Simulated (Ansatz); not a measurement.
# VBrO: the cost of one run

Method: DFT PBEsol+U (U = 4 eV, J = 0.5 eV on V d), plane waves, PAW, in Ansatz 0.2.0.

### Step 1. The structure to begin with

It takes space group Pmmn (No. 59, orthorhombic). The conventional cell has a = 3.380 Å, b = 3.775 Å, c = 8.425 Å, α = 90.00°, β = 90.00°, γ = 90.00°. V (site symmetry mm2) is surrounded by 4 O at 1.97 to 2.07 Å and 2 Br at 2.53 Å. Br (site symmetry mm2) has 2 V at 2.53 Å as nearest neighbours. Around O (site symmetry mm2) lie 4 V at 1.97 to 2.07 Å.

Structure file:

```xyz
6
Lattice="3.3800 0.0000 0.0000 0.0000 3.7750 0.0000 0.0000 0.0000 8.4250" Properties=species:S:1:pos:R:3 pbc="T T T"
V     1.6900    1.8875    0.8762
V     0.0000    0.0000    7.5488
Br    0.0000    1.8875    2.7634
Br    1.6900    0.0000    5.6616
O     0.0000    1.8875    8.1133
O     1.6900    0.0000    0.3117
```

Magnetic order typed: opposed in the cell.

### Step 2. From atoms, symmetry kept, no search

input.yaml

```yaml
crystal:
  lattice:
    - [3.38000013, 0.0, 0.0]
    - [0.0, 3.77500015, 0.0]
    - [0.0, 0.0, 8.42500033]
  atoms:
    - { symbol: V, position: [0.5, 0.5, 0.104], spin: 2.0 }
    - { symbol: V, position: [0.0, 0.0, 0.896], spin: -2.0 }
    - { symbol: Br, position: [0.0, 0.5, 0.328] }
    - { symbol: Br, position: [0.5, 0.0, 0.672] }
    - { symbol: O, position: [0.0, 0.5, 0.963] }
    - { symbol: O, position: [0.5, 0.0, 0.037] }
basis:
  ecutwfc: 420
  ecutrho_ratio: 4
kpoints:
  mp_grid: { grid: [6, 5, 3] }
hamiltonian:
  xc: pbesol
  hubbard:
    sites:
      - { site: 0, l: d, u: 4.0, j: 0.5 }
      - { site: 1, l: d, u: 4.0, j: 0.5 }
scf:
  occupations: { method: gaussian, width: 0.05 }
  lower_state_search: "off"
  max_iter: 150
output:
  forces: true
  stress: true
  eigenvalues: true
  populations: true
  hubbard: { sites: [{ site: 0, l: d }, { site: 1, l: d }] }
magnetization:
  spin_polarized: true
```

The run is started by

```
$ ansatz run input.yaml --threads 4 --pin off --max-ram 6144MiB --backend cpu --events-out ev --progress --plain --runs-dir out
```

What time and memory should one allow on 4 threads of Arm Neoverse V2, shared host?

About 12 s, with a peak of 0.51 GiB.
